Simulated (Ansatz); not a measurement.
# La3In: pressure against volume

An exercise on one series of results from a longer session: the logs are not shown, and one member is left open.

Method: DFT PBEsol, scalar-relativistic, in Ansatz 0.2.0.

### The system as given

The structure is cubic, space group Pm-3m (No. 221). Conventional cell: a = 5.085 Å, b = 5.085 Å, c = 5.085 Å, α = 90.00°, β = 90.00°, γ = 90.00°. La (site symmetry 4/mmm) is surrounded by 8 La at 3.60 Å and 4 In at 3.60 Å. In (site symmetry m-3m) has 12 La at 3.60 Å in its first shell of neighbours.

Coordinates:

```cif
data_structure
_symmetry_space_group_name_H-M 'Pm-3m'
_symmetry_Int_Tables_number 221
_cell_length_a 5.0854
_cell_length_b 5.0854
_cell_length_c 5.0854
_cell_angle_alpha 90.000
_cell_angle_beta 90.000
_cell_angle_gamma 90.000
_cell_volume 131.52
loop_
_atom_site_label
_atom_site_type_symbol
_atom_site_symmetry_multiplicity
_atom_site_Wyckoff_symbol
_atom_site_fract_x
_atom_site_fract_y
_atom_site_fract_z
_atom_site_occupancy
La1 La 3 c 0.00000 0.50000 0.50000 1
In1 In 1 a 0.00000 0.00000 0.00000 1
```

The file gives the conventional cell by its symmetry; the runs use the cell typed in the input.

Atoms are numbered in the order of the input: La1, La2, La3, In4.

The first run:

The input, input.yaml:

```yaml
crystal:
  lattice:
    - [5.0166699531, 0.0, 0.0]
    - [0.0, 5.0166699531, 0.0]
    - [0.0, 0.0, 5.0166699531]
  atoms:
    - { symbol: La, position: [0.0, 0.5, 0.5] }
    - { symbol: La, position: [0.5, 0.0, 0.5] }
    - { symbol: La, position: [0.5, 0.5, 0.0] }
    - { symbol: In, position: [0.0, 0.0, 0.0] }
kpoints:
  mp_grid: { grid: [7, 7, 7] }
  band_path:
    path:
      - [0.0, 0.0, 0.0]
      - [0.0, 0.5, 0.0]
      - [0.5, 0.5, 0.0]
      - [0.0, 0.0, 0.0]
      - [0.5, 0.5, 0.5]
      - [0.0, 0.5, 0.0]
      - [0.5, 0.5, 0.5]
      - [0.5, 0.5, 0.0]
    npoints: 5
scf:
  occupations: { method: fermi_dirac, width: 0.05 }
hamiltonian:
  xc: pbesol
  pseudopotentials: { kind: all_electron, lapw: { basis_error: 0.001 } }
output:
  forces: true
  stress: true
  eigenvalues: true
```

Started as:

```bash
> ansatz run input.yaml --threads 1 --pin off --max-ram 4096MiB --backend cpu --events-out ev --progress --plain --runs-dir out
```

Among the steps run: Volume × 0.96, LAPW; Volume × 0.96, PAW; Volume × 0.96, crystal datasets; Volume × 0.99, LAPW; Volume × 0.99, PAW; Volume × 0.99, crystal datasets; Volume × 1.02, LAPW; Volume × 1.02, PAW; Volume × 1.02, crystal datasets; Volume × 1.06, LAPW; Volume × 1.06, PAW; Volume × 1.06, crystal datasets.

One table of the session follows, with a row left open; its other results are not shown here.

It belongs to the step «The equation of state». 

```
          method  volume (Å³/atom)  pressure (GPa)
            LAPW            31.564           -1.17
            LAPW            32.550           -2.29
            LAPW            33.536           -3.26
            LAPW            34.851           -4.33
             PAW            31.564           -1.20
             PAW            32.550               ?
             PAW            33.536           -3.28
             PAW            34.851           -4.36
crystal datasets            31.564           -1.17
crystal datasets            32.550           -2.29
crystal datasets            33.536           -3.26
crystal datasets            34.851           -4.33
```

Estimate the missing values for PAW, 32.550.

**Answer.** pressure (GPa): -2.32. In the column «pressure (GPa)» it lies between crystal datasets, 33.536 (-3.26) and LAPW, 32.550 (-2.29).

Caveats from the session: Warnings in the runs' records: gradients without spin orbit, crystal datasets made.
